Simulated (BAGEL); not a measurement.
# GeOF3 (SMILES [O][Ge]([F])([F])[F]): ROHF/6-31G(d) (density fitting with qzvpp-jkfit, spherical functions)

What is the vertical doublet–quartet gap of GeOF3 at ROHF/6-31G* (density fitting with qzvpp-jkfit, spherical functions)? 

The results are computed with BAGEL 1.2.2.

4 further runs of the same task are left out: 3 that didn't finish, 1 set aside as unsound or not needed.

## Step 1: The molecule

GeOF3 has 5 atoms, charge 0, and is taken as a doublet. As SMILES, `[O][Ge]([F])([F])[F]`. The shape is that of a PBE0-D4/def2-TZVP optimisation.

Bond lengths: O1–Ge2 1.770 Å, Ge2–F3 1.697 Å, Ge2–F4 1.697 Å, Ge2–F5 1.697 Å. Angles: O1–Ge2–F3 107.1°, O1–Ge2–F4 112.2°, O1–Ge2–F5 111.5°, F3–Ge2–F4 109.3°, F3–Ge2–F5 109.9°, F4–Ge2–F5 106.8°.

## Step 2: A single-point energy at ROHF/6-31G(d) (density fitting with qzvpp-jkfit, spherical functions)

File hf.json:

```json
{ "bagel" : [

{
  "title" : "molecule",
  "basis" : "6-31gs.json",
  "df_basis" : "qzvpp-jkfit",
  "angstrom" : true,
  "geometry" : [
    { "atom" : "O", "xyz" : [      -0.574400,       0.094600,       1.657500 ] },
    { "atom" : "Ge", "xyz" : [       0.003900,      -0.010400,      -0.012400 ] },
    { "atom" : "F", "xyz" : [       1.388600,      -0.991000,      -0.000200 ] },
    { "atom" : "F", "xyz" : [      -1.154500,      -0.688300,      -1.051300 ] },
    { "atom" : "F", "xyz" : [       0.386300,       1.521400,      -0.635000 ] }
  ]
},

{
  "title" : "rohf",
  "nopen" : 1
},

{
  "title" : "print",
  "file" : "orbitals.molden",
  "orbitals" : true
}

]}
```

The basis set 6-31G* is read from a file made from the Basis Set Exchange's data (not shown).

Command:

```sh
$ BAGEL_NUM_THREADS=1 BAGEL hf.json > hf.out
```

The program printed:

```text
* using 1 threads per process

  ===============================================================
  ===============================================================

  *** Geometry ***

  { "atom" : "O", "xyz" : [     -1.085459,      0.178768,      3.132221 ] },
  { "atom" : "Ge", "xyz" : [      0.007370,     -0.019653,     -0.023433 ] },
  { "atom" : "F", "xyz" : [      2.624074,     -1.872719,     -0.000378 ] },
  { "atom" : "F", "xyz" : [     -2.181689,     -1.300698,     -1.986669 ] },
  { "atom" : "F", "xyz" : [      0.730001,      2.875029,     -1.199976 ] },

  Number of auxiliary basis functions:      574

  Since a DF basis is specified, we compute 2- and 3-index integrals:
    o Being stored without compression. Storage requirement is 0.036 GB

  Number of basis functions:       88
  Number of electrons      :       67

    * METHOD: MOLECULE                             0.36

  *** Open-shell HF ***

  === Nuclear Repulsion ===
   432.7578372718

      * DIIS with orbital gradients will be used.

  === ROHF iteration (6-31gs.json) ===
      0      -2448.02181576          0.04551666           0.25
      1      -2448.20233088          0.03027098           0.25
      2      -2448.27237347          0.01975745           0.25
      3      -2448.32238060          0.00087511           0.25
      4      -2448.32247849          0.00026055           0.25
      5      -2448.32249924          0.00005583           0.25
      6      -2448.32250098          0.00001906           0.25
      7      -2448.32250119          0.00000762           0.25
      8      -2448.32250114          0.00000319           0.24
      9      -2448.32250116          0.00000245           0.24
     10      -2448.32250117          0.00000205           0.24
     11      -2448.32250117          0.00000116           0.24
     12      -2448.32250118          0.00000048           0.24
     13      -2448.32250118          0.00000035           0.24
     14      -2448.32250118          0.00000031           0.25
     15      -2448.32250118          0.00000031           0.25
     16      -2448.32250118          0.00000030           0.25
     17      -2448.32250118          0.00000030           0.25
     18      -2448.32250119          0.00000030           0.24
     19      -2448.32250119          0.00000030           0.25
     20      -2448.32250119          0.00000029           0.25
     21      -2448.32250119          0.00000028           0.24
     22      -2448.32250119          0.00000029           0.24
     23      -2448.32250119          0.00000026           0.24
     24      -2448.32250116          0.00000064           0.25
     25      -2448.32250120          0.00000036           0.24
     26      -2448.32250122          0.00000016           0.25
     27      -2448.32250121          0.00000020           0.25
     28      -2448.32250122          0.00000022           0.24
     29      -2448.32250121          0.00000032           0.25
     30      -2448.32250122          0.00000008           0.24
     31      -2448.32250122          0.00000014           0.25
     32      -2448.32250122          0.00000008           0.24
     33      -2448.32250122          0.00000005           0.25
     34      -2448.32250122          0.00000002           0.25
     35      -2448.32250122          0.00000001           0.24
     36      -2448.32250122          0.00000001           0.25
     37      -2448.32250122          0.00000002           0.24
     38      -2448.32250122          0.00000003           0.25
     39      -2448.32250122          0.00000001           0.24
     40      -2448.32250122          0.00000002           0.25
     41      -2448.32250122          0.00000001           0.25
    * SCF iteration converged.

    * S^2 (ROHF) is 0.7500

    * Permanent dipole moment:
           (    0.069999,    -0.026723,    -0.120021) a.u.

    * METHOD: ROHF                                10.61

    * METHOD: PRINT                                0.02

  ===============================================================
```

Run time: 11 s. Hardware: 1 thread of Arm Neoverse V1, shared host; peak memory 0.15 GiB.

## Step 3: The quartet, same level

hf.json: that of step 2 with these lines changed.

```diff
@@ -6,3 +6,3 @@
   "df_basis" : "qzvpp-jkfit",
-  "angstrom" : true,
+  "angstrom" : "true",
   "geometry" : [
@@ -18,3 +18,3 @@
   "title" : "rohf",
-  "nopen" : 1
+  "nopen" : 3
 },
@@ -24,3 +24,3 @@
   "file" : "orbitals.molden",
-  "orbitals" : true
+  "orbitals" : "true"
 }
```

The basis set 6-31G* is read from a file made from the Basis Set Exchange's data (not shown).

Command:

```sh
$ BAGEL_NUM_THREADS=1 BAGEL hf.json > hf.out
```

The program printed:

```text
* using 1 threads per process

  ===============================================================
  ===============================================================

  *** Geometry ***

  { "atom" : "O", "xyz" : [     -1.085459,      0.178768,      3.132221 ] },
  { "atom" : "Ge", "xyz" : [      0.007370,     -0.019653,     -0.023433 ] },
  { "atom" : "F", "xyz" : [      2.624074,     -1.872719,     -0.000378 ] },
  { "atom" : "F", "xyz" : [     -2.181689,     -1.300698,     -1.986669 ] },
  { "atom" : "F", "xyz" : [      0.730001,      2.875029,     -1.199976 ] },

  Number of auxiliary basis functions:      574

  Since a DF basis is specified, we compute 2- and 3-index integrals:
    o Being stored without compression. Storage requirement is 0.036 GB

  Number of basis functions:       88
  Number of electrons      :       67

    * METHOD: MOLECULE                             0.37

  *** Open-shell HF ***

  === Nuclear Repulsion ===
   432.7578372718

      * DIIS with orbital gradients will be used.

  === ROHF iteration (6-31gs.json) ===
      0      -2447.68131972          0.04614212           0.26
      1      -2447.87847375          0.03558491           0.25
      2      -2447.98507966          0.02347416           0.25
      3      -2448.06811777          0.00133717           0.25
      4      -2448.06985205          0.00084623           0.25
      5      -2448.07063183          0.00036838           0.24
      6      -2448.07091840          0.00012305           0.24
      7      -2448.07100226          0.00006284           0.24
      8      -2448.07101501          0.00003364           0.25
      9      -2448.07102459          0.00002734           0.25
     10      -2448.07102815          0.00002173           0.25
     11      -2448.07102882          0.00001607           0.25
     12      -2448.07103014          0.00001107           0.25
     13      -2448.07103007          0.00000658           0.25
     14      -2448.07103000          0.00000343           0.24
     15      -2448.07103003          0.00000140           0.24
     16      -2448.07103017          0.00000071           0.24
     17      -2448.07103021          0.00000044           0.25
     18      -2448.07103022          0.00000033           0.25
     19      -2448.07103022          0.00000027           0.25
     20      -2448.07103022          0.00000022           0.25
     21      -2448.07103021          0.00000019           0.25
     22      -2448.07103020          0.00000016           0.25
     23      -2448.07103019          0.00000010           0.25
     24      -2448.07103020          0.00000006           0.25
     25      -2448.07103020          0.00000003           0.26
     26      -2448.07103020          0.00000002           0.26
     27      -2448.07103020          0.00000001           0.26
     28      -2448.07103020          0.00000001           0.26
    * SCF iteration converged.

    * S^2 (ROHF) is 3.7500

    * Permanent dipole moment:
           (    0.481583,    -0.056900,    -1.658069) a.u.

    * METHOD: ROHF                                 7.57

    * METHOD: PRINT                                0.02

  ===============================================================
```

Wall time 8.1 s (1 thread of Arm Neoverse V1, shared host); peak memory 0.15 GiB.

## Step 4: Summary of results

At ROHF/6-31G* (density fitting with qzvpp-jkfit, spherical functions):

| quantity | value |
| --- | --- |
| doublet: total energy | -2448.32250 Eh |
| doublet: dipole moment | 0.36 D |
| doublet: ⟨S²⟩ | 0.750 |
| quartet: total energy | -2448.07103 Eh |
| quartet: dipole moment | 4.39 D |
| quartet: ⟨S²⟩ | 3.750 |
| vertical energy of the quartet above the doublet | 6.843 eV |

What this shows: At this shape the quartet lies 6.84 eV (158 kcal/mol) above the doublet.
